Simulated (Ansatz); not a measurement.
KAlO3 under changes of volume

One of the cells (11.565 Å³/atom); the others are scaled copies at fixed shape and fractional positions:

```
K Al O
1.0
     3.86701    0.00000    0.00000
     0.00000    3.86701    0.00000
     0.00000    0.00000    3.86701
K Al O
1 1 3
Direct
  0.00000 0.00000 0.00000
  0.50000 0.50000 0.50000
  0.00000 0.50000 0.50000
  0.50000 0.00000 0.50000
  0.50000 0.50000 0.00000
```

The cell comes from a database or a generator and needn't be the stable form of this composition.

| Item | Value |
| --- | --- |
| Program | Ansatz 0.2.0 |
| Functional | PBEsol |
| Potentials or basis | all-electron LAPW, scalar-relativistic |
| Cutoff | 375 eV (chosen from the basis error) |
| Basis error allowed | 0.001 eV/atom |
| k mesh | 7 × 7 × 7 |
| Occupations | fermi-dirac, width 0.05 eV |
| Spin | no spin polarisation |

```tsv
volume (Å³/atom)	energy over the lowest point (meV/atom)	pressure (GPa)
10.871	?	?
11.103	0.00	-1.0
11.334	3.35	-3.5
11.565	10.13	-5.8
11.797	19.98	-7.8
12.028	32.58	-9.6
12.259	47.64	-11.2
```

What does the run at 10.871 Å³/atom give?

Energy over the lowest point 0.48 meV/atom; pressure 1.8 GPa.

Worked out: A Birch-Murnaghan fit of order 3 (a polynomial in V^(-2/3)) to the other rows has its minimum at 11.01 Å³/atom, just outside them, with B0 = V·E''(V) = 130 GPa and B' = 4.1. It gives 0.43 meV/atom at 10.871 Å³/atom, against the run's 0.48, and -dE/dV = 1.7 GPa, against 1.8.

Energies are extrapolated to zero smearing.
